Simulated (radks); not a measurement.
# Exchange and kinetic functionals tested on atomic densities: N, Li⁺, P¹¹⁺, Ca²⁺, Ge³⁺, Ag

Aim: take each self-consistent density and evaluate many functionals on it, against the exact exchange and kinetic energies of the same orbitals. Every spin shell is full or empty, so the densities are truly spherical.

The numbers are computed with radks (a radial shooting solver on a logarithmic mesh, Libxc functionals) version 1 (non-relativistic Kohn-Sham, exchange-only B88, spin-polarised, spherical densities, point nucleus; open shells are filled with parallel spins first), except any that are marked as measured or tabulated.

## Step 1: The atom as given

* species: N ([He] 2s2 2p3), Li⁺ ([He]), P¹¹⁺ ([He] 2s2), Ca²⁺ ([Ar]), Ge³⁺ ([Ar] 3d10 4s1), Ag ([Kr] 4d10 5s1)

## Step 2: N, [He] 2s2 2p3

Settings of this run:

```text
Z 7
configuration [He] 2s2 2p3
relativity non-relativistic
functional b88,
spin polarised
nucleus point
```

## Step 3: Li⁺, [He]

Settings of this run:

```text
Z 3
configuration [He]
relativity non-relativistic
functional b88,
spin polarised
nucleus point
```

## Step 4: P¹¹⁺, [He] 2s2

Settings of this run:

```text
Z 15
configuration [He] 2s2
relativity non-relativistic
functional b88,
spin polarised
nucleus point
```

## Step 5: Ca²⁺, [Ar]

Settings of this run:

```text
Z 20
configuration [Ar]
relativity non-relativistic
functional b88,
spin polarised
nucleus point
```

## Step 6: Ge³⁺, [Ar] 3d10 4s1

Settings of this run:

```text
Z 32
configuration [Ar] 3d10 4s1
relativity non-relativistic
functional b88,
spin polarised
nucleus point
```

## Step 7: Ag, [Kr] 4d10 5s1

Settings of this run:

```text
Z 47
configuration [Kr] 4d10 5s1
relativity non-relativistic
functional b88,
spin polarised
nucleus point
```

**Question.** What will these runs give? Wanted: for each run, error in magnitude; N; Li⁺; P¹¹⁺; Ca²⁺; Ge³⁺; Ag.

As calculated:

| error in magnitude (%) | N | Li⁺ | P¹¹⁺ | Ca²⁺ | Ge³⁺ | Ag |
| --- | --- | --- | --- | --- | --- | --- |
| exchange, LDA | -10.51 | -13.89 | -12.51 | -7.43 | -5.71 | -4.92 |
| exchange, AM05 | -8.60 | -10.66 | -9.89 | -6.57 | -5.18 | -4.57 |
| exchange, SOGGA | -4.43 | -5.98 | -5.28 | -3.35 | -2.52 | -2.28 |
| exchange, G96 | +0.07 | +0.17 | -0.06 | +0.11 | +0.46 | +0.39 |
| exchange, EV93 | +3.25 | +4.66 | +4.41 | +0.83 | +0.30 | -0.21 |
| exchange, TPSS | +0.53 | +0.36 | +0.55 | +0.14 | +0.10 | -0.21 |
| exchange, SCAN | +0.17 | +0.38 | -0.43 | +0.30 | +0.33 | +0.22 |
| exchange, TASK | -2.49 | +0.38 | -3.29 | -2.89 | -2.43 | -2.25 |
| exchange, MVS | -0.10 | +0.42 | -0.74 | -0.18 | +0.11 | +0.10 |
| kinetic, Thomas-Fermi | -9.19 | -10.02 | -11.00 | -6.94 | -6.18 | -5.39 |
| kinetic, TF + vW/9 | -0.19 | +1.09 | -1.27 | -0.64 | -0.81 | -0.68 |
| kinetic, APBEK | +0.18 | +0.62 | -1.18 | +0.21 | +0.03 | +0.13 |
| kinetic, revAPBEK | +0.82 | +1.50 | -0.43 | +0.52 | +0.26 | +0.31 |
| kinetic, Perdew 92 | -0.17 | +1.11 | -1.25 | -0.62 | -0.80 | -0.67 |
| kinetic, Thakkar | +0.19 | +0.98 | -1.05 | -0.20 | -0.53 | -0.55 |
| kinetic, Pearson | -3.19 | -3.78 | -5.22 | -1.40 | -1.22 | -0.93 |
| kinetic, PG1 | +37.95 | +52.81 | +41.83 | +22.49 | +18.08 | +15.45 |
| kinetic, Ernzerhof | +1.25 | +4.58 | +0.65 | -0.10 | -0.44 | -0.39 |

Negative means that the magnitude is too small. For exchange the mean absolute error is least for G96 (0.21 %) and largest for LDA (9.16 %). Among the orbital-free kinetic functionals APBEK (0.39 %) does best and PG1 (31.44 %) worst. The functionals are evaluated on one density each, not self-consistently.
